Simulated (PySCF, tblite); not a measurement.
**C5H9BF−: geometry, infrared bands and NMR shifts**

Wanted: the infrared bands and NMR shifts of C5H9BF− (`[BH3-]C1=CCC[C@H]1F`), by calculation.

The runs use tblite 0.8.0 and PySCF 2.14.0, with density-fitted response routines of our own; the level of theory stands in each step. All values are computed, except where a source is named. Atoms are numbered from 0 throughout.

### 1 Starting geometry

16 atoms, charge -1, multiplicity 1; geometry from: force field or distance geometry start.

Bonds of the start (Å): B0–C1 1.59, C1–C2 1.31, C2–C3 1.50, C3–C4 1.54, C4–C5 1.53, C5–F6 1.38, C5–C1 1.49, B0–H7 1.20, B0–H8 1.19, B0–H9 1.19, C2–H10 1.09, C3–H11 1.10, C3–H12 1.12, C4–H13 1.11, C4–H14 1.11, C5–H15 1.12.

### 2 Optimising the geometry with GFN2-xTB

What the job is given:

```
{"job": {"kind": "relax", "xc": "GFN2-xTB", "basis": "xTB"}, "charge": -1, "multiplicity": 1}
B      2.207100    -0.520700    -0.209800
C      0.652600    -0.177000    -0.129800
C     -0.217700    -0.560300    -1.027200
C     -1.605100    -0.106500    -0.701600
C     -1.445000     0.692700     0.606000
C      0.028000     0.581200     0.992200
F      0.168500    -0.114800     2.178400
H      2.776800    -0.063200     0.739000
H      2.659700    -0.047200    -1.201500
H      2.345500    -1.700800    -0.224400
H      0.017900    -1.134400    -1.919100
H     -2.018900     0.512200    -1.509600
H     -2.259600    -0.998800    -0.519200
H     -1.705100     1.758400     0.414400
H     -2.109200     0.300900     1.398500
H      0.497000     1.587300     1.102300
```

Started as:

```bash
$ OMP_NUM_THREADS=1 python probes_run.py task.json out
```

This one command runs all jobs of the session in turn.

After this run come: Harmonic vibrations with GFN2-xTB; NMR shieldings: PBE0/pcSseg-1.

**Question.** After this job, these run on its result: GFN2-xTB harmonic vibrations, gas phase; GIAO PBE0/pcSseg-1 NMR shielding, non-relativistic, gas phase. Predict these results of the whole session: strongest single infrared mode (GFN2-xTB); zero-point energy (GFN2-xTB); 13C shifts against TMS (PBE0/pcSseg-1); 1H shifts against TMS (PBE0/pcSseg-1, means over atoms taken as alike); 11B shifts against BF3·OEt2 (PBE0/pcSseg-1); 19F shifts against CFCl3 (PBE0/pcSseg-1).

**Answer**, as computed:

| quantity | value |
| --- | --- |
| strongest single infrared mode (GFN2-xTB) | 2089 cm⁻¹, 571 km/mol |
| zero-point energy (GFN2-xTB) | 77.7 kcal/mol |
| 13C shifts against TMS (PBE0/pcSseg-1) | 180.9, 128.6, 110.3, 38.0, 37.3 ppm |
| 1H shifts against TMS (PBE0/pcSseg-1, means over atoms taken as alike) | 5.47, 5.27, 2.59, 1.85, 1.67, 1.56, 1.13 ppm |
| 11B shifts against BF3·OEt2 (PBE0/pcSseg-1) | -39.6 ppm |
| 19F shifts against CFCl3 (PBE0/pcSseg-1) | -189.8 ppm |

**Reading.** Relaxing lowered the energy by 0.260 eV in 119 steps; the bonded pair that moved most is B0–H8, from 1.188 to 1.226 Å. No mode is imaginary among the 42: a minimum at this level. The strongest single mode, at 2089 cm⁻¹, moves mainly H8. GFN2-xTB is a fitted tight-binding method: band positions and strengths are rough. Its intensities can rank the bands wrongly. The most deshielded hydrogen is H15 (hydrogen on an allylic sp3 CH bonded to F), at 5.47 ppm: its carbon carries F, which withdraws density. At PBE0/pcSseg-1: Shielding is most anisotropic at C1 (span 288 ppm, paramagnetic term -243 ppm).
